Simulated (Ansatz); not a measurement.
# CHBClF3O: up Jacob's ladder to CCSD(T)

An exercise on one series of results from a longer session: the logs are not shown, and one member is left open.

Program: Ansatz 0.2.0, Gaussian basis. Level of theory: functionals in def2-TZVPP, the program's frozen cores in correlated methods. These are calculated values, not measurements.

The runs, in order: PBE-D4, r2SCAN-D4, PBE0-D4, B3LYP-D4, ωB97X-V, ωB97M-V, B2PLYP; CCSD(T)/def2-TZVPP; MP2/def2-QZVPP; extrapolation to the limit.

### The geometry

All runs share one geometry, relaxed beforehand with PBE0-D4 in a triple-zeta def2 set.

SMILES `FC(F)(F)OBCl`, 8 atoms, charge 0, spin multiplicity 1.

Atoms are counted from 1 here; the program's logs count them from 0.

Bond lengths: F1–C2 1.331 Å, C2–F3 1.319 Å, C2–F4 1.331 Å, C2–O5 1.356 Å, O5–B6 1.365 Å, B6–Cl7 1.734 Å, B6–H8 1.187 Å. Angles: F1–C2–F3 108.6°, F1–C2–F4 107.9°, F1–C2–O5 111.6°, F3–C2–F4 108.6°, F3–C2–O5 108.5°, F4–C2–O5 111.5°, C2–O5–B6 121.4°, O5–B6–Cl7 116.9°, O5–B6–H8 122.1°, Cl7–B6–H8 121.0°.

Coordinates:

```xyz
8
charge 0, multiplicity 1
F    -1.5535   -0.8377    0.1738
C    -0.9970    0.3702    0.1306
F    -1.6697    1.1729    0.9332
F    -1.1047    0.8267   -1.1147
O     0.2960    0.3381    0.5389
B     1.2279   -0.4179   -0.1115
Cl    2.8466   -0.3727    0.5084
H     0.9544   -1.0796   -1.0587
```

Set-up of the first run:

in.yaml reads:

```yaml
crystal:
  periodic: [false, false, false]
  atoms:
    - {symbol: F, position_ang: [-1.553458, -0.837701, 0.173827]}
    - {symbol: C, position_ang: [-0.997008, 0.370246, 0.130561]}
    - {symbol: F, position_ang: [-1.669697, 1.172876, 0.933190]}
    - {symbol: F, position_ang: [-1.104728, 0.826654, -1.114717]}
    - {symbol: O, position_ang: [0.295975, 0.338096, 0.538926]}
    - {symbol: B, position_ang: [1.227911, -0.417893, -0.111491]}
    - {symbol: Cl, position_ang: [2.846562, -0.372695, 0.508418]}
    - {symbol: H, position_ang: [0.954434, -1.079573, -1.058724]}
basis:
  gaussian: {orbitals: def2-TZVPP}
hamiltonian: {xc: pbe, dispersion: d4}
output: {forces: true, orbitals: {seedname: orbitals}}
```

Started as:

```
$ ansatz run in.yaml --threads 2 --pin off --events-out ev --progress --plain --max-ram 32768MiB --backend cpu
```

Steps of the session up to this table: PBE-D4 (GGA); r2SCAN-D4 (meta-GGA); PBE0-D4 (hybrid); B3LYP-D4 (hybrid); ωB97X-V (range-separated); ωB97M-V (range-separated); B2PLYP (double hybrid); CCSD(T) in def2-TZVPP; MP2 in def2-QZVPP.

One table of the session follows, with a row left open; its other results are not shown here.

```
            method  atomisation energy (eV)
            PBE-D4                   35.581
         r2SCAN-D4                   34.496
           PBE0-D4                   34.295
          B3LYP-D4                   33.733
           ωB97X-V                        ?
           ωB97M-V                   34.310
            B2PLYP                   33.630
     HF/def2-TZVPP                   23.799
    MP2/def2-TZVPP                   34.774
   CCSD/def2-TZVPP                   32.231
CCSD(T)/def2-TZVPP                   32.995
           MP2/CBS                   35.718
       CCSD(T)/CBS                   33.939
```

**Question.** Estimate the row for ωB97X-V.

As computed: atomisation energy (eV): 34.201. In the column «atomisation energy (eV)» it lies between CCSD(T)/CBS (33.939) and PBE0-D4 (34.295).

Limits of these values: Free atoms (3 F, 1 C, 1 O, 1 B, 1 Cl, 1 H) were run apart at each level; the atomisation energy is their sum less the molecule, without zero-point or spin-orbit terms.
